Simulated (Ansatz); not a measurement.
Predict the output of the script below (the Python package of Ansatz (0.2.0)).

Script `mnau.py`:
```python
"""Equation of state of MnAu."""

from dataclasses import dataclass

import ansatz as az
import numpy as np


@dataclass(frozen=True)
class Options:
    extra_bands: int = 8
    cutoff: int = 750
    occupations: str = "fermi_dirac"
    xc: str = "r2scan"
    mesh: tuple[int, ...] = (7, 7, 7)


opts = Options()

VECTORS = np.array([
    [3.207758, 0.0, 0.0],
    [0.0, 3.207758, 0.0],
    [0.0, 0.0, 3.207758],
])
SITES = [
    ("Mn", [0.5, 0.5, 0.5], 5.2),
    ("Au", [0.0, 0.0, 0.0], 0.0),
]


def crystal_on(cell):
    crystal = az.Crystal(lattice=az.Lattice.of(cell))
    for symbol, position, moment in SITES:
        crystal = crystal.atom(symbol, position, moment=moment or None)
    return crystal

# scale the volume, keep shape and fractions
volumes, energies = [], []
for scale in np.linspace(0.88, 1.12, 7):
    cell = VECTORS * scale ** (1 / 3)
    calc = (
        crystal_on(cell).calculation()
        .spin("collinear")
        .accuracy("medium")
        .scf(extra_bands=opts.extra_bands, self_checks="high")
        .pseudopotentials("paw")
        .basis(opts.cutoff)
        .occupations(opts.occupations)
        .functional(opts.xc)
        .kpoints(*opts.mesh)
    )
    r = calc.run().report
    volumes.append(abs(np.linalg.det(cell)) / len(SITES))
    energies.append(r["free_energy_ev"] / len(SITES))
    print(f"V = {volumes[-1]:8.4f} A^3/atom  F = {energies[-1]:.5f} eV/atom")

# third-order Birch-Murnaghan: a cubic in V^(-2/3)
x = np.array(volumes) ** (-2 / 3)
poly = np.polynomial.Polynomial.fit(x, energies, 3).convert()
roots = poly.deriv().roots()
x0 = min((r.real for r in roots if abs(r.imag) < 1e-9 and poly.deriv(2)(r.real) > 0), key=lambda r: abs(r - x.mean()))
v0 = x0 ** -1.5
b0 = 4 / 9 * poly.deriv(2)(x0) * v0 ** (-7 / 3) * 160.21766
b1 = 4 + 2 / 3 * x0 * poly.deriv(3)(x0) / poly.deriv(2)(x0)
print(f"V0 = {v0:.4f} A^3/atom, B0 = {b0:.1f} GPa, dB/dP = {b1:.2f}")
```

```console
$ python mnau.py
DeckWarning: where an SCF of this run starts from atoms to list the orders of its open shells, Mn (site 0, from 0) starts with 5.00 μB on its 3d shell, in the place of the 5.20 μB that the deck gives it: its open shells can hold no more by Hund's first rule. [...]
V =  14.5230 A^3/atom  F = -8533.93360 eV/atom
V =  15.1832 A^3/atom  F = -8534.01068 eV/atom
V =  15.8433 A^3/atom  F = -8534.05192 eV/atom
V =  16.5035 A^3/atom  F = -8534.06493 eV/atom
V =  17.1636 A^3/atom  F = -8534.05594 eV/atom
V =  17.8237 A^3/atom  F = -8534.03002 eV/atom
V =  18.4839 A^3/atom  F = -8533.99123 eV/atom
V0 = 16.5380 A^3/atom, B0 = 130.3 GPa, dB/dP = 5.32
```
(Warnings from the package without file and line, shortened.)

A third-order Birch-Murnaghan fit through the 7 points has its minimum at 16.54 Å³ an atom, 0.2 % above the typed cell, with a bulk modulus of 130 GPa. From that minimum the energy rises by 131.3 meV an atom on the compressed side and 73.6 meV on the expanded side.

Notes:
- These settings explore the input space; cutoff and mesh may be short of convergence.
- Other magnetic orders than the one started from may lie lower.
- For a metal this k-point mesh is coarse: on a finer one energies can move by several to tens of meV an atom and pressures by half a GPa or more, differences at one mesh by less.
- Spin-orbit coupling, which matters for elements this heavy, is left out.
- r2SCAN tends to overestimate the moments of itinerant magnets.
- The structure comes from a database of computed cells and needn't be a stable or known phase.
- Wall time of the script: 80 s on 1 thread of Arm Neoverse V2, with other jobs on the host, peak memory 0.54 GiB.

(Lines on the test bed's own set-up are left out of the output.)
